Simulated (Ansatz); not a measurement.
A run of Ansatz 0.2.0:

input.yaml

```yaml
crystal:
  lattice:
    - [-2.025333, 2.025333, 4.0566]
    - [2.025333, -2.025333, 4.0566]
    - [2.025333, 2.025333, -4.0566]
  atoms:
    - { symbol: Au, position: [0.0, 0.0, 0.0] }
    - { symbol: Al, position: [0.5, 0.5, 0.0] }
    - { symbol: Al, position: [0.25, 0.75, 0.5] }
    - { symbol: Al, position: [0.75, 0.25, 0.5] }
hamiltonian:
  xc: r2scan
  pseudopotentials: { kind: paw }
kpoints:
  mp_grid: { grid: [5, 5, 5] }
  band_path:
    path:
      - [[0.0, 0.0, 0.0], [0.0, 0.0, 0.5], [-0.1246345671, 0.1246345671, 0.5], [-0.3123172836, 0.3123172836, 0.3123172836], [0.0, 0.0, 0.0], [0.5, 0.5, -0.5], [0.3123172836, 0.6876827164, -0.3123172836], [0.0, 0.5, 0.0], [0.25, 0.25, 0.25], [0.5, 0.5, -0.1246345671], [0.5, 0.5, -0.5]]
      - [[0.0, 0.0, 0.5], [0.25, 0.25, 0.25]]
    npoints: 14
scf:
  occupations: { method: fermi_dirac, width: 0.05 }
  n_extra_bands: 10
output:
  forces: true
  stress: true
  eigenvalues: true
  fatbands: false
```

Potentials or basis: Ansatz PAW.

The run is started by

```console
$ ansatz run input.yaml --threads 2 --pin off --max-ram 5632MiB --backend cpu --events-out ev --progress --plain --runs-dir out
```

Hardware: 2 threads of Arm Neoverse V2, with other jobs on the host.

Task: How long does it take, and how much memory?

Result: Wall time 7.2 s on 2 threads of Arm Neoverse V2 (shared host), peak memory 0.59 GiB. Counts: scf iterations 7, plane waves 1679, k points 18, bands 24.
